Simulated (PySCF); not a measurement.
# C3H9BF: the cost of one run

Program: PySCF 2.14.0. Level of theory: levels as typed in each script, gas phase, geometry from GFN2-xTB. These are calculated values, not measurements.

### Step 1. The starting structure

SMILES `CC[BH2-]CF`, 14 atoms, charge -1, spin multiplicity 1.

Bond lengths: C1–C2 1.525 Å, C1–H6 1.088 Å, C1–H7 1.098 Å, C1–H8 1.091 Å, C2–B3 1.654 Å, C2–H9 1.097 Å, C2–H10 1.100 Å, B3–C4 1.650 Å, B3–H11 1.215 Å, B3–H12 1.217 Å, C4–F5 1.414 Å, C4–H13 1.098 Å, C4–H14 1.102 Å. Angles: C2–C1–H6 110.1°, C2–C1–H7 112.9°, C2–C1–H8 110.0°, H6–C1–H7 108.1°, H6–C1–H8 107.7°, H7–C1–H8 108.0°, C1–C2–B3 113.3°, C1–C2–H9 108.0°, C1–C2–H10 108.0°, B3–C2–H9 110.7°, B3–C2–H10 110.6°, H9–C2–H10 105.9°, C2–B3–C4 105.9°, C2–B3–H11 110.3°, C2–B3–H12 110.3°, C4–B3–H11 110.0°, C4–B3–H12 109.8°, H11–B3–H12 110.4° and more.

As a file:

```
C     2.6145    0.2176    0.0001
C     1.2685   -0.5001   -0.0008
B    -0.0244    0.5320   -0.0014
C    -1.3682   -0.4250    0.0010
F    -2.6033    0.2632    0.0001
H     2.6982    0.8553   -0.8778
H     3.4672   -0.4748    0.0008
H     2.6970    0.8551    0.8818
H     1.2368   -1.1608   -0.8758
H     1.2355   -1.1609    0.8773
H    -0.0098    1.2258   -0.9983
H    -0.0112    1.2256    0.9984
H    -1.4261   -1.0747    0.8846
H    -1.4248   -1.0745   -0.8869
```

### Step 2. Localised orbitals (HF/def2-svp)

Contents of input.py:

```python
import numpy as np
from pyscf import gto, scf, dft, lo
from pyscf.data.elements import chemcore

def solve(mol, dm0=None, hcore=None):
    mf = scf.UHF(mol) if mol.spin else scf.RHF(mol)
    mf = mf.density_fit(auxbasis='def2-universal-jkfit')
    mf.conv_tol, mf.max_cycle = 1e-8, 80
    if hcore is not None:
        mf.get_hcore = lambda *args: hcore
    mf.kernel(dm0)
    if not mf.converged:
        mf = mf.newton().run(mf.mo_coeff, mf.mo_occ, max_cycle=30)
    assert mf.converged, 'SCF not converged'
    return mf

mol = gto.M(atom='''
C      2.61450     0.21761     0.00015
C      1.26848    -0.50010    -0.00082
B     -0.02435     0.53200    -0.00139
C     -1.36822    -0.42498     0.00098
F     -2.60329     0.26320     0.00010
H      2.69825     0.85528    -0.87775
H      3.46722    -0.47485     0.00080
H      2.69697     0.85515     0.88176
H      1.23678    -1.16082    -0.87577
H      1.23551    -1.16095     0.87735
H     -0.00980     1.22576    -0.99830
H     -0.01125     1.22561     0.99842
H     -1.42607    -1.07465     0.88460
H     -1.42479    -1.07452    -0.88688
''', basis='def2-svp', charge=-1, spin=0, verbose=4)
mf = solve(mol)
occ_all = mf.mo_coeff[:, mf.mo_occ > 0]
occ = occ_all[:, chemcore(mol):]
loc = lo.ibo.ibo(mol, occ, iaos=lo.iao.iao(mol, occ_all))
fock, s = mf.get_fock(), mf.get_ovlp()
ortho = lo.orth_ao(mol, 'meta_lowdin')
ortho = lo.vec_lowdin(lo.iao.iao(mol, occ_all), s)
labels = lo.iao.reference_mol(mol).ao_labels(fmt=None)
vir = lo.vvo.livvo(mol, occ_all, mf.mo_coeff[:, mf.mo_occ == 0])
both = np.hstack([loc, vir])
p = (ortho.T @ s @ both) ** 2
pop = np.array([p[[l[0] == a for l in labels]].sum(0) for a in range(mol.natm)])
spd = np.array([[p[[l[0] == a and l[2][-1] == k for l in labels]].sum(0) for k in 'spd'] for a in range(mol.natm)])
eps = np.einsum('pi,pq,qi->i', both, fock, both)
for i in np.argsort(eps):
    top = np.argsort(-pop[:, i])[:3]
    print('%3d %s %9.4f Eh ' % (i + 1, 'occ' if i < loc.shape[1] else 'vir', eps[i]), '  '.join('%s%d %.3f' % (mol.atom_symbol(a), a + 1, pop[a, i]) for a in top))
np.savez('result.npz', c=both, nocc=loc.shape[1], pop=pop, spd=spd, eps=eps, e=mf.e_tot)
```

The run is started by

```bash
> OMP_NUM_THREADS=1 python input.py
```

**Question.** How long does this run take on 1 thread of Intel Xeon Platinum 8275CL at 3.00GHz (Skylake/Cascade Lake), shared host, and how much memory does it need?

About 1.9 s, with a peak of 0.17 GiB.
